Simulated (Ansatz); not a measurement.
Working through a report of symmetry and cells of Fe₂O₃, space group R-3c

Program: the Ansatz DFT code, driven from Python.

Run as a notebook:

**Cell 1**
```python
import ansatz as az
import numpy as np
```

**Cell 2**
```python
lattice = az.Lattice.of(
    (2.519, 1.45435, 4.59067),
    (-2.519, 1.45435, 4.59067),
    (0.0, -2.90869, 4.59067),
)
sites = [
    ('Fe', (0.3553, 0.3553, 0.3553), 4.5),
    ('Fe', (0.1447, 0.1447, 0.1447), -4.5),
    ('Fe', (0.6447, 0.6447, 0.6447), 4.5),
    ('Fe', (0.8553, 0.8553, 0.8553), -4.5),
    ('O', (0.5559, 0.9441, 0.25), 0.0),
    ('O', (0.25, 0.5559, 0.9441), 0.0),
    ('O', (0.9441, 0.25, 0.5559), 0.0),
    ('O', (0.4441, 0.0559, 0.75), 0.0),
    ('O', (0.75, 0.4441, 0.0559), 0.0),
    ('O', (0.0559, 0.75, 0.4441), 0.0),
]
crystal = az.Crystal(lattice=lattice)
for symbol, position, moment in sites:
    crystal = crystal.atom(symbol, position, moment=moment or None)
```

**Cell 3**
```python
[site.symbol for site in crystal.resolved().sites]
```
Output:
```text
['Fe', 'Fe', 'Fe', 'Fe', 'O', 'O', 'O', 'O', 'O', 'O']
```

**Cell 4**
```python
built = crystal.resolved()
vectors = np.array(built.lattice.vectors)
print('cell vectors (A)')
print(vectors.round(4) + 0.0)
for index, site in enumerate(built.sites):
    print(index, site.symbol, np.round(site.position, 4) + 0.0)
```
Output:
```text
cell vectors (A)
[[ 2.519   1.4544  4.5907]
 [-2.519   1.4544  4.5907]
 [ 0.     -2.9087  4.5907]]
0 Fe [0.3553 0.3553 0.3553]
1 Fe [0.1447 0.1447 0.1447]
2 Fe [0.6447 0.6447 0.6447]
3 Fe [0.8553 0.8553 0.8553]
4 O [0.5559 0.9441 0.25  ]
5 O [0.25   0.5559 0.9441]
6 O [0.9441 0.25   0.5559]
7 O [0.4441 0.0559 0.75  ]
8 O [0.75   0.4441 0.0559]
9 O [0.0559 0.75   0.4441]
```
